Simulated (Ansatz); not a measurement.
# AlBrH4O2Si: one species, many methods

One table from this session's results is given with a row withheld; the runs are named, their logs left out.

The runs use Ansatz 0.2.0, Gaussian basis; functionals in def2-TZVPP, the program's frozen cores in correlated methods.

Plan: PBE-D4, r2SCAN-D4, PBE0-D4, B3LYP-D4, ωB97X-V, ωB97M-V, B2PLYP; CCSD(T)/def2-TZVPP; MP2/def2-QZVPP; extrapolation to the limit.

## The relaxed structure

All runs share one geometry, relaxed beforehand with PBE0-D4 in a triple-zeta def2 set.

SMILES `O[SiH](Br)[O][AlH2]`, 9 atoms, charge 0, spin multiplicity 1.

Atoms are counted from 1 here; the program's logs count them from 0.

Bond lengths: O1–Si2 1.628 Å, O1–H6 0.958 Å, Si2–Br3 2.232 Å, Si2–O4 1.604 Å, Si2–H7 1.469 Å, O4–Al5 1.692 Å, Al5–H8 1.576 Å, Al5–H9 1.578 Å. Angles: Si2–O1–H6 118.7°, O1–Si2–Br3 109.0°, O1–Si2–O4 113.5°, O1–Si2–H7 106.6°, Br3–Si2–O4 107.5°, Br3–Si2–H7 109.0°, O4–Si2–H7 111.2°, Si2–O4–Al5 165.5°, O4–Al5–H8 117.2°, O4–Al5–H9 117.8°, H8–Al5–H9 125.0°.

The first run:

Contents of in.yaml:

```yaml
crystal:
  periodic: [false, false, false]
  atoms:
    - {symbol: O, position_ang: [0.868766, 1.978835, -0.466857]}
    - {symbol: Si, position_ang: [0.924660, 0.368416, -0.699422]}
    - {symbol: Br, position_ang: [0.036324, -0.109246, -2.690884]}
    - {symbol: O, position_ang: [0.111126, -0.466259, 0.402965]}
    - {symbol: Al, position_ang: [-1.083762, -1.210457, 1.341498]}
    - {symbol: H, position_ang: [0.070756, 2.450877, -0.709917]}
    - {symbol: H, position_ang: [2.345455, -0.006354, -0.708021]}
    - {symbol: H, position_ang: [-0.703642, -2.564416, 2.052482]}
    - {symbol: H, position_ang: [-2.481186, -0.487596, 1.461156]}
basis:
  gaussian: {orbitals: def2-TZVPP}
hamiltonian: {xc: pbe, dispersion: d4}
output: {forces: true, orbitals: {seedname: orbitals}}
```

Command:

```sh
$ ansatz run in.yaml --threads 4 --pin off --events-out ev --progress --plain --max-ram 10444MiB
```

Among the steps run: PBE-D4 (GGA); r2SCAN-D4 (meta-GGA); PBE0-D4 (hybrid); B3LYP-D4 (hybrid); ωB97X-V (range-separated); ωB97M-V (range-separated); B2PLYP (double hybrid); CCSD(T) in def2-TZVPP; MP2 in def2-QZVPP.

One of the session's tables, all rows but one given; the rest of the session is left out.

It belongs to the step «Atomisation energies». 

| method | atomisation energy (kJ/mol) |
| --- | --- |
| PBE-D4 | 3135.9 |
| r2SCAN-D4 | 3154.6 |
| PBE0-D4 | 3087.6 |
| B3LYP-D4 | ? |
| ωB97X-V | 3156.0 |
| ωB97M-V | 3149.7 |
| B2PLYP | 3101.4 |
| HF/def2-TZVPP | 2307.0 |
| MP2/def2-TZVPP | 3152.2 |
| CCSD/def2-TZVPP | 3022.1 |
| CCSD(T)/def2-TZVPP | 3067.2 |
| MP2/CBS | 3259.7 |
| CCSD(T)/CBS | 3174.7 |

Q: Estimate the row for B3LYP-D4 from the others.

**Answer.** atomisation energy (kJ/mol): 3117.6. In the column «atomisation energy (kJ/mol)» it lies between B2PLYP (3101.4) and PBE-D4 (3135.9).
